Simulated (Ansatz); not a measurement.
**SrMg6Si: equation of state with PBE**

SrMg6Si:

```
Sr Si Mg
1.0
     4.90902    0.00000    0.00000
     0.00000    3.02556    6.76092
     0.00000   -3.02556    6.76092
Sr Si Mg
1 1 6
Direct
  0.50000 0.69763 0.69763
  0.50000 0.11525 0.11525
  0.00000 0.86279 0.86279
  0.00000 0.29972 0.29972
  0.00000 0.32092 0.83004
  0.00000 0.83004 0.32092
  0.50000 0.19214 0.68150
  0.50000 0.68150 0.19214
```

The cell comes from a database or a generator and needn't be the stable form of this composition.

* Program: Ansatz 0.2.0
* Task: equation of state
* Functional: PBE
* Potentials or basis: Ansatz PAW
* Cutoff: 420 eV
* Density cutoff: 1680 eV
* k mesh: 6 × 5 × 5
* Occupations: fermi-dirac, width 0.05 eV
* Spin: no spin polarisation

```yaml
Equilibrium_volume: 25.19 Å³/atom
Bulk_modulus_at_fixed_shape_and_positions: 34 GPa
Pressure_derivative_of_the_bulk_modulus: 4.0
```

Energy against volume, from the lowest point:
```
volume (Å³/atom)  energy (meV/atom)
          23.598              11.97
          24.100               5.41
          24.602               1.51
          25.104               0.00
          25.606               0.66
          26.108               3.29
          26.610               7.69
```

All runs of the series together: 13 s on 4 threads of AMD EPYC 9R45 96-Core Processor (Zen 5) (shared host).

Caveat: the cell was scaled at fixed shape and fractional positions, which overstates the stiffness of a crystal with free parameters, most of all of layers and chains.
